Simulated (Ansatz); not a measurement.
# AlNH3 (SMILES [NH2][AlH]) at UHSE06/STO-3G

Aim: the electronic atomisation energy of AlNH3 at UHSE06/STO-3G, from 4 runs. 

Program for the calculation: Ansatz 0.2.0.

52 further runs of the same task are left out: 52 set aside as unsound or not needed.

## Step 1: The molecule

AlNH3 has 5 atoms, charge 0, and is taken as a doublet. SMILES: `[NH2][AlH]`. The coordinates come from a PBE0-D4/def2-TZVP relaxation. This is one conformer, not always the lowest.

Bond lengths: N1–Al2 1.774 Å, N1–H3 1.007 Å, N1–H4 1.009 Å, Al2–H5 1.604 Å. Angles: N1–Al2–H5 115.7°, Al2–N1–H3 125.4°, Al2–N1–H4 124.3°, H3–N1–H4 110.2°.

## Step 2: The energy at UHSE06/STO-3G

File in.yaml:

```yaml
crystal:
  periodic: [false, false, false]
  atoms:
    - {symbol: N, position_ang: [-0.116600, -0.660800, 0.175100]}
    - {symbol: Al, position_ang: [0.836600, 0.833900, 0.120800]}
    - {symbol: H, position_ang: [0.148500, -1.505300, 0.655500]}
    - {symbol: H, position_ang: [-1.010300, -0.782800, -0.277400]}
    - {symbol: H, position_ang: [0.191800, 2.041400, -0.715400]}
basis:
  gaussian:
    orbitals: STO-3G
magnetization:
  spin_polarized: true
  initial_magnetization: 1
hamiltonian:
  xc: hse06
accuracy: high
```

Launch:

```
$ ansatz run in.yaml --threads 1 --pin off --max-ram 2610MiB --events-out events.jsonl --progress --plain --runs-dir runs
```

The log of the run:

```text
Warning: RAYON_NUM_THREADS=1 ignored (pool sized by the plan → 1); use --threads N
Functional definition: HSE06
  name "HSE06"
  parameter a = 0.25
  parameter omega = 0.11/bohr
  exchange = pbe_x - a*pbe_x_sr(omega) + a*exact_x_sr(omega)
  correlation = pbe_c
288 factors; integrals over basis functions are off by at most 1.1e-8 eV
58 factors; integrals over basis functions are off by at most 1.7e-9 eV
mean field evaluation 1: about -8027.2637 eV, gradient 1.8e1 eV
mean field evaluation 2: about -8023.8897 eV, gradient 3.1e1 eV
mean field evaluation 4: about -8029.4172 eV, gradient 6.0e-1 eV
mean field evaluation 8: about -8029.3998 eV, gradient 3.4e-3 eV
mean field evaluation 16: about -8029.3998 eV, gradient 9.0e-8 eV
mean field -8029.39977661 eV, -295.0749992677 hartree, gradient 8.5e-8 eV, S^2 0.752811; 0 other end points of the search recorded, 0 dependent functions left out
reference -8029.39977864 eV, -295.0749993422 hartree; 12, 11 occupied and 5, 6 virtual orbitals, 288 factors
Total energy: -8029.39977864 eV, -295.0749993422 hartree
```

Wall time 2.1 s (1 thread of Intel Xeon Platinum 8259CL at 2.50GHz (Skylake/Cascade Lake), shared host); peak memory 0.14 GiB.

## Step 3: The Al atom

File in.yaml:

```yaml
crystal:
  periodic: [false, false, false]
  atoms:
    - symbol: Al
      position_ang: [0.000000, 0.000000, 0.000000]
basis:
  gaussian:
    orbitals: STO-3G
magnetization:
  spin_polarized: true
  initial_magnetization: 1
hamiltonian:
  xc: {name: HSE06}
accuracy: high
```

Launch:

```
$ ansatz run in.yaml --threads 1 --pin off --max-ram 2610MiB --events-out events.jsonl --progress --plain --runs-dir runs
```

The log of the run:

```text
Warning: RAYON_NUM_THREADS=1 ignored (pool sized by the plan → 1); use --threads N
Functional definition: HSE06
  name "HSE06"
  parameter a = 0.25
  parameter omega = 0.11/bohr
  exchange = pbe_x - a*pbe_x_sr(omega) + a*exact_x_sr(omega)
  correlation = pbe_c
42 factors; integrals over basis functions are off by at most 1.6e-9 eV
19 factors; integrals over basis functions are off by at most 2.3e-10 eV
mean field evaluation 1: about -6508.9997 eV, gradient 6.4e-1 eV
mean field evaluation 2: about -6509.0010 eV, gradient 1.1e-1 eV
mean field evaluation 4: about -6509.0008 eV, gradient 4.1e-3 eV
mean field evaluation 8: about -6509.0008 eV, gradient 5.9e-9 eV
mean field -6509.00078538 eV, -239.2013669035 hartree, gradient 5.1e-9 eV, S^2 0.750001; 0 other end points of the search recorded, 0 dependent functions left out
reference -6509.00078691 eV, -239.2013669596 hartree; 7, 6 occupied and 2, 3 virtual orbitals, 42 factors
Total energy: -6509.00078691 eV, -239.2013669596 hartree
```

Run time: 0.64 s. Hardware: 1 thread of Intel Xeon Platinum 8259CL at 2.50GHz (Skylake/Cascade Lake), shared host.

## Step 4: The H atom

File run.yaml:

```yaml
crystal:
  periodic: [false, false, false]
  atoms:
    - symbol: H
      position_ang: [0.000000, 0.000000, 0.000000]
basis:
  gaussian:
    orbitals: STO-3G
magnetization:
  spin_polarized: true
  initial_magnetization: 1
hamiltonian:
  xc: hse06
accuracy: high
```

Launch:

```
$ ansatz run run.yaml --threads 1 --pin off --max-ram 2610MiB --events-out events.jsonl --progress --plain --runs-dir runs
```

The log of the run:

```text
Warning: RAYON_NUM_THREADS=1 ignored (pool sized by the plan → 1); use --threads N
Functional definition: HSE06
  name "HSE06"
  parameter a = 0.25
  parameter omega = 0.11/bohr
  exchange = pbe_x - a*pbe_x_sr(omega) + a*exact_x_sr(omega)
  correlation = pbe_c
1 factors; integrals over basis functions are off by at most 4.6e-10 eV
1 factors; integrals over basis functions are off by at most 1.8e-10 eV
mean field evaluation 1: about -12.6861 eV, gradient 0.0e0 eV
mean field evaluation 2: about -12.6860 eV, gradient 0.0e0 eV
mean field -12.68600353 eV, -0.4662020310 hartree, gradient 0.0e0 eV, S^2 0.750000; 0 other end points of the search recorded, 0 dependent functions left out
reference -12.68600463 eV, -0.4662020713 hartree; 1, 0 occupied and 0, 1 virtual orbitals, 1 factors
Total energy: -12.68600463 eV, -0.4662020713 hartree
```

Wall time 0.14 s (1 thread of Intel Xeon Platinum 8259CL at 2.50GHz (Skylake/Cascade Lake), shared host).

## Step 5: The N atom at the same level

File run.yaml:

```yaml
crystal:
  periodic: [false, false, false]
  atoms:
    - {symbol: "N", position_ang: [0.000000, 0.000000, 0.000000]}
basis:
  gaussian:
    orbitals: STO-3G
magnetization:
  spin_polarized: true
  initial_magnetization: 3
accuracy: high
hamiltonian:
  xc: hse06
```

Run the same way, it converges to -53.83615 Eh (log not shown).

## Step 6: Outcome

At UHSE06/STO-3G:

```
                     quantity          value
       molecule: total energy  -295.07500 Eh
               molecule: ⟨S²⟩          0.753
        Al atom: total energy  -239.20137 Eh
                Al atom: ⟨S²⟩          0.750
         H atom: total energy    -0.46620 Eh
                 H atom: ⟨S²⟩          0.750
         N atom: total energy   -53.83615 Eh
                 N atom: ⟨S²⟩          3.750
electronic atomisation energy      17.385 eV
```

Taking the molecule apart into free atoms costs 17.38 eV (1677 kJ/mol), before zero-point energy and without spin-orbit coupling. In a minimal basis such a difference can be off by several eV, whatever the method.
